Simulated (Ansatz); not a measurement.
# BiP: the cost of one run

Computed with Ansatz 0.2.0 (DFT PBE, scalar-relativistic, plane waves, PAW, unless a step's input says otherwise).

### 1 The structure to begin with

The structure is orthorhombic, space group Ama2 (No. 40). Conventional cell: a = 6.161 Å, b = 6.277 Å, c = 5.792 Å, α = 90.00°, β = 90.00°, γ = 90.00°. Bi (site symmetry m) has 2 P at 1.93 to 2.36 Å as nearest neighbours. Around P (site symmetry m) lie 2 Bi at 1.93 to 2.36 Å.

Structure file:

```cif
data_structure
_symmetry_space_group_name_H-M 'Ama2'
_symmetry_Int_Tables_number 40
_cell_length_a 6.1610
_cell_length_b 6.2766
_cell_length_c 5.7919
_cell_angle_alpha 90.000
_cell_angle_beta 90.000
_cell_angle_gamma 90.000
_cell_volume 223.97
loop_
_atom_site_label
_atom_site_type_symbol
_atom_site_symmetry_multiplicity
_atom_site_Wyckoff_symbol
_atom_site_fract_x
_atom_site_fract_y
_atom_site_fract_z
_atom_site_occupancy
Bi1 Bi 4 b 0.75000 0.75000 0.66667 1
P1 P 4 b 0.25000 0.00000 0.86117 1
```

This is candidate A: random cell with space group Ama2 (No. 40).

### 2 A loose first relaxation (candidate A)

The input, input.yaml:

```yaml
crystal:
  lattice:
    - [6.1610143141, 0.0, 0.0]
    - [0.0, 3.1383104412, 2.8959474019]
    - [0.0, -3.1383104412, 2.8959474019]
  atoms:
    - { symbol: Bi, position: [0.75, 0.4166666667, 0.9166666667] }
    - { symbol: Bi, position: [0.25, 0.9166666667, 0.4166666667] }
    - { symbol: P, position: [0.25, 0.8611736377, 0.8611736377] }
    - { symbol: P, position: [0.75, 0.8611736377, 0.8611736377] }
basis:
  ecutwfc: 420
kpoints:
  mp_grid: { grid: [4, 4, 4] }
hamiltonian:
  xc: pbe
scf:
  occupations: { method: gaussian, width: 0.1 }
  lower_state_search: "off"
output:
  forces: true
  stress: true
  eigenvalues: true
relax:
  adjacent_minimum: "off"
  f_tol: 0.04
  max_steps: 70
  cell: { stress_tol: 0.4 }
```

Started as:

```bash
$ ansatz run input.yaml --threads 1 --pin off --max-ram 2560MiB --backend cpu --events-out ev --progress --plain --runs-dir out
```

What time and memory should one allow on 1 thread of Intel Xeon 6975P-C (Granite Rapids), shared host?

About 58 s, with a peak of 0.39 GiB.
